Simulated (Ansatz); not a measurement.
**F₂GeH₆N₂Si: a ladder of functionals and wavefunction methods**

One table from this session's results is given with a row withheld; the runs are named, their logs left out.

Method: functionals in def2-TZVPP, the program's frozen cores in correlated methods; program: Ansatz 0.2.0, Gaussian basis.

Levels to be run: PBE-D4, r2SCAN-D4, PBE0-D4, B3LYP-D4, ωB97X-V, ωB97M-V, B2PLYP; CCSD(T)/def2-TZVPP; MP2/def2-QZVPP; extrapolation to the limit.

## Structure used throughout

All runs share one geometry, relaxed beforehand with PBE0-D4 in a triple-zeta def2 set.

SMILES `[NH2][GeH2][Si](N)(F)F`, 12 atoms, charge 0, spin multiplicity 1.

Atoms are counted from 1 here; the program's logs count them from 0.

Bond lengths: N1–Ge2 1.843 Å, N1–H7 1.011 Å, N1–H8 1.011 Å, Ge2–Si3 2.374 Å, Ge2–H9 1.554 Å, Ge2–H10 1.537 Å, Si3–N4 1.689 Å, Si3–F5 1.591 Å, Si3–F6 1.600 Å, N4–H11 1.007 Å, N4–H12 1.006 Å. Angles: Ge2–N1–H7 114.5°, Ge2–N1–H8 113.4°, H7–N1–H8 108.6°, N1–Ge2–Si3 106.8°, N1–Ge2–H9 114.3°, N1–Ge2–H10 107.3°, Si3–Ge2–H9 108.6°, Si3–Ge2–H10 112.6°, H9–Ge2–H10 107.3°, Ge2–Si3–N4 112.0°, Ge2–Si3–F5 113.9°, Ge2–Si3–F6 106.4°, N4–Si3–F5 106.1°, N4–Si3–F6 114.1°, F5–Si3–F6 104.3°, Si3–N4–H11 122.1°, Si3–N4–H12 122.0°, H11–N4–H12 112.5°.

The first run:

in.yaml reads:

```yaml
crystal:
  periodic: [false, false, false]
  atoms:
    - {symbol: N, position_ang: [-2.049511, 1.255261, 0.424868]}
    - {symbol: Ge, position_ang: [-0.210391, 1.167309, 0.339910]}
    - {symbol: Si, position_ang: [0.355714, -1.121736, 0.068782]}
    - {symbol: N, position_ang: [1.902490, -1.317083, -0.580419]}
    - {symbol: F, position_ang: [0.335816, -1.956058, 1.423493]}
    - {symbol: F, position_ang: [-0.810212, -1.772787, -0.812657]}
    - {symbol: H, position_ang: [-2.423130, 2.193775, 0.458671]}
    - {symbol: H, position_ang: [-2.511150, 0.750936, -0.319761]}
    - {symbol: H, position_ang: [0.415759, 1.974791, -0.830422]}
    - {symbol: H, position_ang: [0.337005, 1.759429, 1.648287]}
    - {symbol: H, position_ang: [2.428255, -2.168623, -0.465447]}
    - {symbol: H, position_ang: [2.229346, -0.765214, -1.355287]}
basis:
  gaussian: {orbitals: def2-TZVPP}
hamiltonian: {xc: pbe, dispersion: d4}
output: {forces: true, orbitals: {seedname: orbitals}}
```

On the command line:

```
> ansatz run in.yaml --threads 2 --pin off --events-out ev --progress --plain --max-ram 32768MiB --backend cuda --devices 0, --max-vram 18GiB
```

Steps of the session up to this table: PBE-D4 (GGA); r2SCAN-D4 (meta-GGA); PBE0-D4 (hybrid); B3LYP-D4 (hybrid); ωB97X-V (range-separated); ωB97M-V (range-separated); B2PLYP (double hybrid); CCSD(T) in def2-TZVPP; MP2 in def2-QZVPP.

One of the session's tables, all rows but one given; the rest of the session is left out.

| method | atomisation energy (eV) |
| --- | --- |
| PBE-D4 | 44.371 |
| r2SCAN-D4 | 43.710 |
| PBE0-D4 | 43.401 |
| B3LYP-D4 | 43.767 |
| ωB97X-V | 44.157 |
| ωB97M-V | 43.907 |
| B2PLYP | 43.340 |
| HF/def2-TZVPP | 30.498 |
| MP2/def2-TZVPP | 43.482 |
| CCSD/def2-TZVPP | 42.011 |
| CCSD(T)/def2-TZVPP | ? |
| MP2/CBS | 44.898 |
| CCSD(T)/CBS | 44.098 |

**Question.** Estimate the row for CCSD(T)/def2-TZVPP.

As computed: atomisation energy (eV): 42.683. In the column «atomisation energy (eV)» it lies between CCSD/def2-TZVPP (42.011) and B2PLYP (43.340).
